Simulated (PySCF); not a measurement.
**C₄H₅FOSi: geometry, spin-spin couplings**

Wanted: the spin-spin couplings of C₄H₅FOSi (`C#CC(=C)O[SiH2]F`), by calculation.

The runs use PySCF 2.14.0, with density-fitted response routines of our own; the level of theory stands in each step. All values are computed, except where a source is named. Atoms are numbered from 0 throughout.

## Step 1: Starting geometry

12 atoms, charge 0, multiplicity 1; geometry from: GFN2-xTB. The atoms were then displaced at random by about 0.01 Å, so the start is not that level's minimum.

Bonds of the start (Å): C0–C1 1.20, C1–C2 1.43, C2–C3 1.34, C2–O4 1.33, O4–Si5 1.61, Si5–F6 1.58, C0–H7 1.07, C3–H8 1.04, C3–H9 1.10, Si5–H10 1.44, Si5–H11 1.46.

## Step 2: Geometry optimisation at PBE0-D3(BJ)/def2-SVP

The job: settings as JSON, then the geometry in Å.

```
{"job": {"xc": "PBE0", "basis": "def2-SVP", "d3": "d3bj", "grid": 1, "shake": 0.01, "kind": "geom"}, "charge": 0, "multiplicity": 1}
C      2.257820     1.849210     1.026680
C      1.498770     1.012960     0.610820
C      0.570320     0.030410     0.134740
C      1.042620    -1.087870    -0.440150
O     -0.708180     0.351610     0.335900
Si    -2.116290    -0.358680     0.024400
F     -3.118360     0.724030     0.601450
H      2.915430     2.614610     1.368000
H      2.056370    -1.275120    -0.545890
H      0.309090    -1.831190    -0.778400
H     -2.373790    -0.481380    -1.390360
H     -2.294110    -1.576870     0.808510
```

Started as:

```console
$ OMP_NUM_THREADS=1 python probes_run.py task.json out
```

The driver reads the jobs from task.json and runs them one after another.

What it wrote:

```text
step   0  E = -619.15361597  max force = 0.059322
step   1  E = -619.16128247  max force = 0.017510
step   2  E = -619.16176865  max force = 0.002727
step   3  E = -619.16196082  max force = 0.003243
step   4  E = -619.16205683  max force = 0.002478
step   5  E = -619.16211882  max force = 0.000845
step   6  E = -619.16213386  max force = 0.000521
step   7  E = -619.16214068  max force = 0.000618
step   8  E = -619.16214282  max force = 0.001100
step   9  E = -619.16214787  max force = 0.000906
step  10  E = -619.16215830  max force = 0.000261
optimisation converged
```

Wall time 64 s (1 thread of Arm Neoverse V1, shared host); peak memory 0.52 GiB.

Step by step:

| step | energy from step 0 (eV) | largest force component (eV/Å) |
| --- | --- | --- |
| 0 | 0.0000 | 3.0505 |
| 1 | -0.2086 | 0.9004 |
| 2 | -0.2218 | 0.1402 |
| 3 | -0.2271 | 0.1668 |
| 4 | -0.2297 | 0.1274 |
| 5 | -0.2314 | 0.0435 |
| 6 | -0.2318 | 0.0268 |
| 7 | -0.2320 | 0.0318 |
| 8 | -0.2320 | 0.0566 |
| 9 | -0.2322 | 0.0466 |
| 10 | -0.2324 | 0.0134 |

Close pairs (by a distance rule), those that changed most:

| bond | before (Å) | after (Å) | change (Å) |
| --- | --- | --- | --- |
| O4–Si5 | 1.608 | 1.666 | +0.058 |
| C3–H8 | 1.036 | 1.089 | +0.053 |
| Si5–H10 | 1.443 | 1.484 | +0.041 |
| Si5–F6 | 1.584 | 1.611 | +0.027 |
| Si5–H11 | 1.460 | 1.484 | +0.024 |
| C2–O4 | 1.333 | 1.354 | +0.020 |
| C0–H7 | 1.065 | 1.075 | +0.009 |
| C0–C1 | 1.203 | 1.212 | +0.008 |

The end geometry stands in the next job.

| at the end point | value |
| --- | --- |
| rotational constants (GHz, main isotopes) | 5.113, 1.124, 0.932 |
| dipole moment (D) | 1.84 |

## Step 3: Spin-spin couplings: B3LYP/cc-pVTZ

The job: settings as JSON, then the geometry in Å.

```
{"job": {"kind": "j", "xc": "B3LYP", "basis": "cc-pVTZ"}, "charge": 0, "multiplicity": 1}
C      2.003302     1.591161     0.662146
C      1.183596     0.773222     0.305246
C      0.215417    -0.194547    -0.120511
C      0.570321    -1.330902    -0.745975
O     -1.058648     0.158090     0.170213
Si    -2.468090    -0.639455    -0.220456
F     -3.649899     0.295025     0.349454
H      2.728056     2.318919     0.978298
H      1.621177    -1.538921    -0.943157
H     -0.168425    -2.069299    -1.067425
H     -2.606259    -0.745200    -1.694463
H     -2.528863    -1.953267     0.466596
```

Method: B3LYP/cc-pVTZ indirect spin-spin coupling, non-relativistic, gas phase.

What it wrote:

```text
coarse grid: 11240 points
cycle   1  E = -620.0089427483  dE =  8.871e-01  |g| = 9.328e-01  |ddm| = 7.625e+00
cycle   2  E = -619.7801064696  dE =  2.288e-01  |g| = 1.511e+00  |ddm| = 2.923e+00
cycle   3  E = -620.1517146820  dE = -3.716e-01  |g| = 1.691e-01  |ddm| = 1.834e+00
cycle   4  E = -620.1564626334  dE = -4.748e-03  |g| = 8.000e-02  |ddm| = 3.343e-01
cycle   5  E = -620.1577900240  dE = -1.327e-03  |g| = 3.061e-02  |ddm| = 1.420e-01
cycle   6  E = -620.1580077678  dE = -2.177e-04  |g| = 5.265e-03  |ddm| = 4.992e-02
cycle   7  E = -620.1580100839  dE = -2.316e-06  |g| = 3.853e-03  |ddm| = 1.038e-02
cycle   8  E = -620.1580137514  dE = -3.668e-06  |g| = 6.834e-04  |ddm| = 5.380e-03
final grid: 106432 points
cycle   9  E = -620.1541517363  dE = -4.714e-05  |g| = 4.316e-03  |ddm| = 1.313e-01
cycle  10  E = -620.1541481077  dE =  3.629e-06  |g| = 6.010e-03  |ddm| = 1.576e-02
cycle  11  E = -620.1541549191  dE = -6.811e-06  |g| = 1.727e-03  |ddm| = 9.039e-03
cycle  12  E = -620.1541556075  dE = -6.884e-07  |g| = 4.554e-04  |ddm| = 2.673e-03
cycle  13  E = -620.1541556444  dE = -3.687e-08  |g| = 2.045e-04  |ddm| = 7.236e-04
cycle  14  E = -620.1541556526  dE = -8.240e-09  |g| = 5.282e-05  |ddm| = 3.134e-04
cycle  15  E = -620.1541556532  dE = -5.257e-10  |g| = 2.067e-05  |ddm| = 9.152e-05
converged SCF energy = -620.1541556532

Indirect spin-spin couplings (Hz)
  i      j    bonds     total        FC       PSO       DSO        SD
  0 C    1 C    1    297.375   288.794     8.488     0.092         -
  0 C    2 C    2     17.363    17.130     0.341    -0.108         -
  0 C    3 C    3      1.501     1.659    -0.076    -0.082         -
  0 C    4 O    3     -2.360    -2.397     0.009     0.028         -
  0 C    5 Si   4     -1.042    -1.052    -0.074     0.048     0.036
  0 C    6 F    5     -0.268    -0.052    -0.004    -0.153    -0.059
  0 C    7 H    1    260.995   261.730    -1.123     0.387         -
  0 C    8 H    4     -0.469    -0.348     0.010    -0.132         -
  0 C    9 H    4      0.732     0.768     0.360    -0.395         -
  1 C    2 C    1    112.641   114.853    -2.510     0.298         -
  1 C    3 C    2      9.249     9.077     0.188    -0.015         -
  1 C    4 O    2    -12.443   -12.641     0.224    -0.026         -
  1 C    5 Si   3     -4.902    -4.710    -0.136     0.047    -0.102
  1 C    6 F    4     -0.330    -0.348     0.129    -0.168     0.057
  1 C    7 H    2     53.151    48.812     5.460    -1.121         -
  1 C    8 H    3      4.648     4.541    -0.011     0.118         -
  1 C    9 H    3     11.302    11.369     0.370    -0.436         -
  1 C   10 H    4      0.406     0.443     0.147    -0.185         -
  1 C   11 H    4      0.547     0.591     0.159    -0.203         -
  2 C    3 C    1     92.644   100.767    -8.360     0.238         -
  2 C    4 O    1     17.279    14.451     3.002    -0.174         -
  2 C    5 Si   2     -3.475    -3.672     0.144     0.028     0.025
  2 C    6 F    3     -0.003     0.483    -0.487    -0.384     0.386
  2 C    7 H    3      3.715     3.785     0.327    -0.397         -
  2 C    8 H    2      3.454     4.916    -1.199    -0.263         -
  2 C    9 H    2     -1.958    -0.508    -1.186    -0.264         -
  2 C   10 H    3     -0.418    -0.305    -0.047    -0.067         -
  2 C   11 H    3     -0.426    -0.295    -0.040    -0.091         -
  3 C    4 O    2      2.749     0.743     1.986     0.020         -
  3 C    5 Si   3     -4.098    -4.017    -0.024    -0.007    -0.050
  3 C    6 F    4     -0.362    -0.677     0.542    -0.334     0.106
  3 C    7 H    4     -1.574    -1.402     0.131    -0.303         -
  3 C    8 H    1    161.971   160.545     0.789     0.636         -
  3 C    9 H    1    150.416   148.677     1.026     0.713         -
  3 C   10 H    4      0.151     0.153    -0.075     0.072         -
  4 O    5 Si   1    -15.958    -9.974    -6.423     0.073     0.367
  4 O    6 F    2     -6.910    -8.954     2.767     0.046    -0.769
  4 O    7 H    4      1.279     1.259    -0.103     0.122         -
  4 O    8 H    3     -3.030    -3.542     0.246     0.266         -
  4 O    9 H    3     -1.276    -1.621     0.344     0.001         -
  4 O   10 H    2     -5.647    -5.960     0.185     0.127         -
  4 O   11 H    2     -5.905    -6.206     0.173     0.129         -
  5 Si   6 F    1    351.239   277.831    80.704    -0.256    -7.040
  5 Si   7 H    5      0.187     0.202    -0.155     0.165    -0.025
  5 Si   9 H    4      0.312     0.393     0.182    -0.247    -0.016
  5 Si  10 H    1   -214.174  -214.883     1.261    -0.403    -0.150
  5 Si  11 H    1   -214.175  -214.889     1.264    -0.402    -0.148
  6 F    7 H    6     -0.266    -0.060     0.324    -0.546     0.015
  6 F    8 H    5     -0.462     0.114     0.726    -1.273    -0.029
  6 F    9 H    5     -1.068     0.319     0.036    -1.222    -0.202
  6 F   10 H    2     44.627    48.285    -1.274    -1.480    -0.905
  6 F   11 H    2     45.775    49.457    -1.306    -1.466    -0.910
  7 H    8 H    5      0.469     0.643     0.566    -0.739         -
  7 H    9 H    5      0.191     0.417     1.042    -1.268         -
  7 H   10 H    6     -0.200    -0.033     0.571    -0.737         -
  7 H   11 H    6     -0.208    -0.027     0.583    -0.764         -
  8 H    9 H    2     -1.567    -1.572     3.212    -3.207         -
  9 H   10 H    5      0.667     0.277    -0.979     1.369         -
  9 H   11 H    5      0.678     0.265    -1.044     1.457         -
 10 H   11 H    2     32.453    33.847     0.616    -2.009         -
```

Wall time 53 s (1 thread of Arm Neoverse V1, shared host); peak memory 1 GiB.

The basis is not made for couplings: without tight functions at the nuclei these values are rough.

Beyond four bonds or across contacts, the largest of 1 Hz or more: F6–H9 -1.1 Hz.

Couplings of 1 Hz or more over one to four bonds, nine at most for each number, with means over like pairs (isotopes 13C, 19F, 1H, 17O, 29Si):

| pair | bonds | J (Hz) | Fermi contact (Hz) | dihedral (°) |
| --- | --- | --- | --- | --- |
| Si5–F6 | 1 | 351.2 | 277.8 | – |
| C0–C1 | 1 | 297.4 | 288.8 | – |
| C0–H7 | 1 | 261.0 | 261.7 | – |
| Si5–H10 | 1 | -214.2 | -214.9 | – |
| C3–H8 | 1 | 162.0 | 160.5 | – |
| C3–H9 | 1 | 150.4 | 148.7 | – |
| C1–C2 | 1 | 112.6 | 114.9 | – |
| C2–C3 | 1 | 92.6 | 100.8 | – |
| C2–O4 | 1 | 17.3 | 14.5 | – |
| C1–H7 | 2 | 53.2 | 48.8 | – |
| F6–H10 | 2 | 45.2 | 48.9 | – |
| H10–H11 | 2 | 32.5 | 33.8 | – |
| C0–C2 | 2 | 17.4 | 17.1 | – |
| C1–O4 | 2 | -12.4 | -12.6 | – |
| C1–C3 | 2 | 9.2 | 9.1 | – |
| O4–F6 | 2 | -6.9 | -9.0 | – |
| O4–H10 | 2 | -5.8 | -6.1 | – |
| C2–Si5 | 2 | -3.5 | -3.7 | – |
| C1–H9 | 3 | 11.3 | 11.4 | 180 |
| C1–Si5 | 3 | -4.9 | -4.7 | 176 |
| C1–H8 | 3 | 4.6 | 4.5 | 0 |
| C3–Si5 | 3 | -4.1 | -4.0 | -3 |
| C2–H7 | 3 | 3.7 | 3.8 | – |
| O4–H8 | 3 | -3.0 | -3.5 | 180 |
| C0–O4 | 3 | -2.4 | -2.4 | – |
| C0–C3 | 3 | 1.5 | 1.7 | – |
| O4–H9 | 3 | -1.3 | -1.6 | 0 |
| C3–H7 | 4 | -1.6 | -1.4 | – |
| O4–H7 | 4 | 1.3 | 1.3 | – |
| C0–Si5 | 4 | -1.0 | -1.1 | – |

The spin-dipole term was solved for some atoms only; pairs without it lack that part.

The response was solved for the nuclei of C, F, H, Si alone, so couplings that need other nuclei can be missing.

Quadrupole couplings from the field gradients of the same density:

| atom | isotope | eQq/h (MHz) | η |
| --- | --- | --- | --- |
| O4 | 17O | -9.405 | 0.16 |

## Step 4: Spin-spin couplings: B3LYP/6-31G*

The job, as its differences from that of step 3:

```diff
@@ -1,2 +1,2 @@
-{"job": {"kind": "j", "xc": "B3LYP", "basis": "cc-pVTZ"}, "charge": 0, "multiplicity": 1}
+{"job": {"kind": "j", "xc": "B3LYP", "basis": "6-31G*"}, "charge": 0, "multiplicity": 1}
 C      2.003302     1.591161     0.662146
```

Method: B3LYP/6-31G* indirect spin-spin coupling, non-relativistic, gas phase.

What it wrote:

```text
coarse grid: 11240 points
cycle   1  E = -619.8802900815  dE =  9.215e-01  |g| = 8.860e-01  |ddm| = 3.754e+00
cycle   2  E = -619.6855065042  dE =  1.948e-01  |g| = 1.385e+00  |ddm| = 1.995e+00
cycle   3  E = -620.0247093819  dE = -3.392e-01  |g| = 1.438e-01  |ddm| = 1.300e+00
cycle   4  E = -620.0285078771  dE = -3.798e-03  |g| = 6.646e-02  |ddm| = 1.866e-01
cycle   5  E = -620.0294907040  dE = -9.828e-04  |g| = 2.581e-02  |ddm| = 8.019e-02
cycle   6  E = -620.0296671473  dE = -1.764e-04  |g| = 2.617e-03  |ddm| = 2.742e-02
cycle   7  E = -620.0296682965  dE = -1.149e-06  |g| = 1.286e-03  |ddm| = 3.316e-03
final grid: 106432 points
cycle   8  E = -619.9738281555  dE = -9.977e-06  |g| = 4.505e-03  |ddm| = 2.548e-02
cycle   9  E = -619.9738243714  dE =  3.784e-06  |g| = 6.386e-03  |ddm| = 8.407e-03
cycle  10  E = -619.9738324163  dE = -8.045e-06  |g| = 9.509e-04  |ddm| = 5.360e-03
cycle  11  E = -619.9738326543  dE = -2.379e-07  |g| = 2.586e-04  |ddm| = 1.172e-03
cycle  12  E = -619.9738326677  dE = -1.348e-08  |g| = 6.789e-05  |ddm| = 2.522e-04
cycle  13  E = -619.9738326686  dE = -9.002e-10  |g| = 2.160e-05  |ddm| = 7.337e-05
converged SCF energy = -619.9738326686

Indirect spin-spin couplings (Hz)
  i      j    bonds     total        FC       PSO       DSO        SD
  0 C    1 C    1    190.851   185.159     5.594     0.098         -
  0 C    2 C    2      9.801     9.654     0.254    -0.107         -
  0 C    3 C    3      6.761     6.966    -0.122    -0.083         -
  0 C    4 O    3     -3.593    -3.653     0.031     0.028         -
  0 C    5 Si   4     -1.054    -1.092    -0.044     0.048     0.034
  0 C    7 H    1    241.564   242.579    -1.525     0.510         -
  0 C    8 H    4     -1.647    -1.483    -0.031    -0.132         -
  1 C    2 C    1    114.013   115.868    -2.162     0.307         -
  1 C    3 C    2      1.033     0.898     0.149    -0.014         -
  1 C    4 O    2     -9.429    -9.570     0.169    -0.028         -
  1 C    5 Si   3     -4.370    -4.222    -0.105     0.046    -0.089
  1 C    6 F    4     -0.285    -0.264     0.092    -0.164     0.051
  1 C    7 H    2     35.367    32.656     3.815    -1.105         -
  1 C    8 H    3      4.931     4.816    -0.011     0.126         -
  1 C    9 H    3      9.704     9.869     0.263    -0.427         -
  1 C   10 H    4      0.320     0.387     0.114    -0.181         -
  1 C   11 H    4      0.458     0.535     0.122    -0.199         -
  2 C    3 C    1     93.073   100.371    -7.535     0.237         -
  2 C    4 O    1      0.307    -1.874     2.365    -0.184         -
  2 C    5 Si   2     -3.688    -3.881     0.156     0.027     0.010
  2 C    6 F    3      1.431     1.739    -0.317    -0.376     0.385
  2 C    7 H    3      5.934     6.122     0.203    -0.391         -
  2 C    8 H    2      0.993     2.380    -1.133    -0.254         -
  2 C    9 H    2     -5.590    -4.122    -1.215    -0.253         -
  2 C   10 H    3     -0.385    -0.251    -0.072    -0.062         -
  2 C   11 H    3     -0.435    -0.279    -0.070    -0.087         -
  3 C    4 O    2      0.326    -1.397     1.705     0.018         -
  3 C    5 Si   3     -3.081    -2.984    -0.043    -0.007    -0.047
  3 C    6 F    4     -0.292    -0.505     0.436    -0.329     0.106
  3 C    7 H    4     -3.579    -3.342     0.064    -0.301         -
  3 C    8 H    1    177.635   176.603     0.310     0.722         -
  3 C    9 H    1    171.072   169.752     0.523     0.798         -
  3 C   10 H    4      0.457     0.454    -0.071     0.075         -
  3 C   11 H    4      0.425     0.432    -0.075     0.068         -
  4 O    5 Si   1     -9.679    -4.661    -5.328     0.075     0.236
  4 O    6 F    2    -15.247   -17.684     3.083     0.040    -0.687
  4 O    7 H    4      1.321     1.248    -0.048     0.121         -
  4 O    8 H    3     -2.045    -2.544     0.241     0.259         -
  4 O    9 H    3     -0.226    -0.579     0.362    -0.009         -
  4 O   10 H    2     -5.900    -6.188     0.169     0.119         -
  4 O   11 H    2     -6.177    -6.456     0.158     0.121         -
  5 Si   6 F    1    272.209   207.167    70.160    -0.297    -4.820
  5 Si   7 H    5      0.274     0.214    -0.078     0.164    -0.025
  5 Si  10 H    1   -232.034  -232.073     1.032    -0.433    -0.560
  5 Si  11 H    1   -232.168  -232.214     1.038    -0.432    -0.560
  6 F    7 H    6     -0.426    -0.096     0.187    -0.536     0.020
  6 F    8 H    5     -0.641     0.101     0.540    -1.253    -0.030
  6 F    9 H    5     -0.910     0.348     0.075    -1.197    -0.137
  6 F   10 H    2     46.888    50.291    -1.535    -1.389    -0.479
  6 F   11 H    2     48.122    51.533    -1.551    -1.375    -0.485
  7 H    8 H    5      0.484     0.916     0.295    -0.726         -
  7 H   10 H    6     -0.394    -0.029     0.364    -0.729         -
  7 H   11 H    6     -0.405    -0.022     0.373    -0.755         -
  8 H    9 H    2     -4.445    -3.377     2.005    -3.073         -
  8 H   10 H    5     -0.293     0.033     0.445    -0.771         -
  8 H   11 H    5     -0.296     0.049     0.458    -0.803         -
  9 H   10 H    5      0.997     0.350    -0.727     1.374         -
  9 H   11 H    5      1.012     0.315    -0.763     1.460         -
 10 H   11 H    2     34.129    35.994     0.066    -1.931         -
```

It took 13 s on 1 thread of Arm Neoverse V1, shared host; peak memory 0.64 GiB.

This basis has no tight s functions, so the Fermi-contact terms are rough.

Key values: J(Si5,F6) 272.2 Hz, J(C0,H7) 241.6 Hz, J(Si5,H10) -232.1 Hz (means over like pairs).

## Step 5: Run by run: spin-spin couplings

Couplings (Hz), each a mean over the pairs like the one named, with basis size and wall time:

| run | Si5–F6 | C0–H7 | C0–C1 | Si5–H10 | C3–H8 | C3–H9 | C1–C2 | functions | time |
| --- | --- | --- | --- | --- | --- | --- | --- | --- | --- |
| B3LYP/cc-pVTZ | 351.2 | 261.0 | 297.4 | -214.2 | 162.0 | 150.4 | 112.6 | 284 | 53 s |
| B3LYP/6-31G* | 272.2 | 241.6 | 190.9 | -232.1 | 177.6 | 171.1 | 114.0 | 112 | 13 s |

## Step 6: What came out

| quantity | value |
| --- | --- |
| rotational constants (main isotopes) | 5.11, 1.12, 0.93 GHz |
| largest coupling of the table (B3LYP/cc-pVTZ) | 1J(Si,F) Si5–F6, 351.2 Hz |
| range of J(Si5,F6), mean over like pairs | 272.2 to 351.2 Hz |

The start of the PBE0/def2-SVP relaxation was shaken at random by about 0.01 Å, so part of the energy gained, and of the first lengths quoted, undoes that. The optimisation took 10 steps and gained 0.232 eV; among the close pairs (by a distance rule), O4–Si5 changed most, from 1.608 to 1.666 Å. Of the pairs tabulated at B3LYP/cc-pVTZ, Si5–F6 couples most strongly (351.2 Hz; Fermi contact 277.8 Hz). Couplings across rotatable bonds belong to this one conformer; where others are populated, the observed values are averages. The coupling Si5–F6, as a mean over pairs of its kind, runs from 272.2 Hz (B3LYP/6-31G*) to 351.2 Hz (B3LYP/cc-pVTZ). Couplings from bases without tight functions are rough.
